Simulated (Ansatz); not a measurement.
# CH4ClF2NSi: one species, many methods

One table from this session's results is given with a row withheld; the runs are named, their logs left out.

Program: Ansatz 0.2.0, Gaussian basis. Level of theory: functionals in def2-TZVPP, the program's frozen cores in correlated methods. These are calculated values, not measurements.

Plan: LDA (SPW92), PBE-D4, revPBE-D4, BLYP-D4, r2SCAN-D4, B97M-V, PBE0-D4, B3LYP-D4, r2SCANh-D4, r2SCAN0-D4, HSE06-D4, BHLYP-D4, CAM-B3LYP-D4, LC-ωPBE, ωB97X-V, ωB97M-V, B2PLYP, PBE-QIDH; CCSD(T)/def2-SVP; CCSD(T)/def2-TZVPP; MP2/def2-QZVPP; extrapolation to the limit; RPA on PBE.

## The geometry

All runs share one geometry, relaxed beforehand with PBE0-D4 in a triple-zeta def2 set.

10 atoms, charge 0, spin multiplicity 1.

Atoms are counted from 1 here; the program's logs count them from 0.

Bond lengths: C1–N2 1.449 Å, C1–H7 1.094 Å, C1–H8 1.091 Å, C1–H9 1.093 Å, N2–Si3 1.672 Å, N2–H10 1.007 Å, Si3–F4 1.582 Å, Si3–F5 1.579 Å, Si3–Cl6 2.026 Å. Angles: N2–C1–H7 112.3°, N2–C1–H8 109.7°, N2–C1–H9 111.0°, H7–C1–H8 107.7°, H7–C1–H9 108.6°, H8–C1–H9 107.2°, C1–N2–Si3 126.7°, C1–N2–H10 115.1°, Si3–N2–H10 117.9°, N2–Si3–F4 114.8°, N2–Si3–F5 107.8°, N2–Si3–Cl6 112.1°, F4–Si3–F5 106.3°, F4–Si3–Cl6 105.1°, F5–Si3–Cl6 110.5°.

Set-up of the first run:

in.yaml

```yaml
crystal:
  periodic: [false, false, false]
  atoms:
    - {symbol: C, position_ang: [-0.342545, -0.594107, -1.254829]}
    - {symbol: N, position_ang: [0.479800, 0.205870, -0.369611]}
    - {symbol: Si, position_ang: [0.241770, 0.449815, 1.267127]}
    - {symbol: F, position_ang: [0.531530, -0.812330, 2.176019]}
    - {symbol: F, position_ang: [1.244807, 1.574702, 1.737263]}
    - {symbol: Cl, position_ang: [-1.668113, 0.979228, 1.689659]}
    - {symbol: H, position_ang: [0.131497, -1.545364, -1.515772]}
    - {symbol: H, position_ang: [-1.294522, -0.818674, -0.770681]}
    - {symbol: H, position_ang: [-0.568856, -0.052018, -2.176513]}
    - {symbol: H, position_ang: [1.327832, 0.561678, -0.779863]}
basis:
  gaussian: {orbitals: def2-TZVPP}
hamiltonian: {xc: lda}
output: {orbitals: {seedname: orbitals}}
```

The run is started by

```
$ ansatz run in.yaml --threads 4 --pin off --events-out ev --progress --plain --max-ram 10444MiB
```

Among the steps run: LDA; PBE-D4 (GGA); revPBE-D4 (GGA); BLYP-D4 (GGA); r2SCAN-D4 (meta-GGA); B97M-V (meta-GGA); B3LYP-D4 (hybrid); r2SCANh-D4 (hybrid); r2SCAN0-D4 (hybrid); HSE06-D4 (hybrid); BHLYP-D4 (hybrid); CAM-B3LYP-D4 (range-separated); LC-ωPBE (range-separated); ωB97X-V (range-separated); ωB97M-V (range-separated); B2PLYP (double hybrid); PBE-QIDH (double hybrid).

One of the session's tables, all rows but one given; the rest of the session is left out.

It belongs to the step «Orbital energies across the functionals». 

| functional | HOMO (eV) | LUMO (eV) | gap (eV) |
| --- | --- | --- | --- |
| LDA (SPW92) | -6.43 | -0.54 | 5.90 |
| PBE-D4 | -6.27 | -0.30 | 5.97 |
| revPBE-D4 | -6.21 | -0.20 | 6.01 |
| BLYP-D4 | -6.16 | -0.28 | 5.88 |
| r2SCAN-D4 | ? | ? | ? |
| B97M-V | -6.68 | -0.01 | 6.67 |
| PBE0-D4 | -7.74 | 0.59 | 8.33 |
| B3LYP-D4 | -7.49 | 0.27 | 7.76 |
| r2SCANh-D4 | -7.12 | 0.59 | 7.71 |
| r2SCAN0-D4 | -7.94 | 1.00 | 8.94 |
| HSE06-D4 | -7.33 | 0.22 | 7.55 |
| BHLYP-D4 | -9.11 | 1.30 | 10.42 |
| CAM-B3LYP-D4 | -9.18 | 1.44 | 10.61 |
| LC-ωPBE | -10.58 | 2.77 | 13.35 |
| ωB97X-V | -10.20 | 2.57 | 12.77 |
| ωB97M-V | -10.09 | 2.13 | 12.22 |

Estimate the missing values for r2SCAN-D4.

Worked estimate for «HOMO (eV)». Against the share of exact exchange, r2SCANh-D4 (0.1, -7.12), r2SCAN0-D4 (0.25, -7.94) give a slope of -5.47 per unit share; at 0 the line stands at -6.57.

The run gave: HOMO (eV): -6.58; LUMO (eV): 0.30; gap (eV): 6.87. In «HOMO (eV)» the line misses by +0.01.
